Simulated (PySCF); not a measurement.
# KNa⁺: changing the method

What do other methods print for KNa⁺?

Computed with PySCF 2.14.0. Level: each script names its method and basis.

3 further runs of the same task are left out: 3 that didn't finish.

**1. The system as given**

KNa⁺: 2 atoms, charge 1, spin multiplicity 2.

Bond lengths: K1–Na2 3.620 Å.

**2. The run that the others are compared with**

The input, input.py:

```python
from pyscf import gto, dft

mol = gto.M(
    atom='K 0 0 0; Na 0 0 3.62',
    basis='sbkjc',
    ecp={'K': 'sbkjc', 'Na': 'sbkjc'},
    charge=1,
    spin=1,
    symmetry=True,
    verbose=4,
)
mf = dft.UKS(mol, xc='r2scan')
mf = mf.density_fit(auxbasis='def2-universal-jkfit')
mf.kernel()
g = mf.nuc_grad_method()
g.grid_response = True
g.kernel()
mf.dip_moment()
print('orbital energies (hartree):', [e[max(0, n-3):n+3].round(4) for e, n in zip(mf.mo_energy, mol.nelec)])
```

Run with:

```bash
> OMP_NUM_THREADS=1 python input.py
```

**3. O3lyp**

Edit 1 changes functional: r2scan → o3lyp.

Edit input.py of step 2 so:

```diff
@@ -11,3 +11,3 @@
 )
-mf = dft.UKS(mol, xc='r2scan')
+mf = dft.UKS(mol, xc='o3lyp')
 mf = mf.density_fit(auxbasis='def2-universal-jkfit')
```

**4. Wb97x**

Edit 2 changes functional: r2scan → wb97x.

Edit input.py of step 2 so:

```diff
@@ -11,3 +11,3 @@
 )
-mf = dft.UKS(mol, xc='r2scan')
+mf = dft.UKS(mol, xc='wb97x')
 mf = mf.density_fit(auxbasis='def2-universal-jkfit')
```

**5. ROKS**

Edit 3 changes SCF type: UKS → ROKS.

The input, input.py:

```python
from pyscf import gto, dft

mol = gto.M(
    atom='K 0 0 0; Na 0 0 3.62',
    basis='sbkjc',
    ecp={'K': 'sbkjc', 'Na': 'sbkjc'},
    charge=1,
    spin=1,
    symmetry=True,
    verbose=4,
)
mf = dft.ROKS(mol, xc='r2scan')
mf = mf.density_fit(auxbasis='def2-universal-jkfit')
mf.kernel()
g = mf.nuc_grad_method()
g.grid_response = True
g.kernel()
mf.dip_moment()
print('orbital energies (hartree):', mf.mo_energy[..., max(0, mol.nelec[1]-3):mol.nelec[0]+3].round(4))
```

**6. M06l**

Edit 4 changes functional: r2scan → m06l.

Edit input.py of step 2 so:

```diff
@@ -11,3 +11,3 @@
 )
-mf = dft.UKS(mol, xc='r2scan')
+mf = dft.UKS(mol, xc='m06l')
 mf = mf.density_fit(auxbasis='def2-universal-jkfit')
```

**7. 0.5*hf+0.5*b88,lyp**

Edit 5 changes functional: r2scan → 0.5*hf+0.5*b88,lyp.

Edit input.py of step 2 so:

```diff
@@ -11,3 +11,3 @@
 )
-mf = dft.UKS(mol, xc='r2scan')
+mf = dft.UKS(mol, xc='0.5*hf+0.5*b88,lyp')
 mf = mf.density_fit(auxbasis='def2-universal-jkfit')
```

**Question.** What will these runs give? Wanted: for each run, E(SCF); from base; gap, α spin.

**Answer**, as computed:

```csv
run,E(SCF) (hartree),from base (eV),cycles,"gap, α spin (eV)"
base,-0.193293,0,6,2.65
o3lyp,-0.195926,not comparable,5,2.73
wb97x,-0.196836,not comparable,8,5.95
ROKS,-0.193293,0.0000,6,n/a
m06l,-0.197377,not comparable,7,2.64
"0.5*hf+0.5*b88,lyp",-0.192688,not comparable,7,4.16
```

With ROKS the SCF ends at the base energy. The α-spin gap between the frontier levels is 2.6 eV with m06l (0 % exact exchange) and 2.7 eV with o3lyp (12 %). A lower total energy from another functional means nothing by itself.
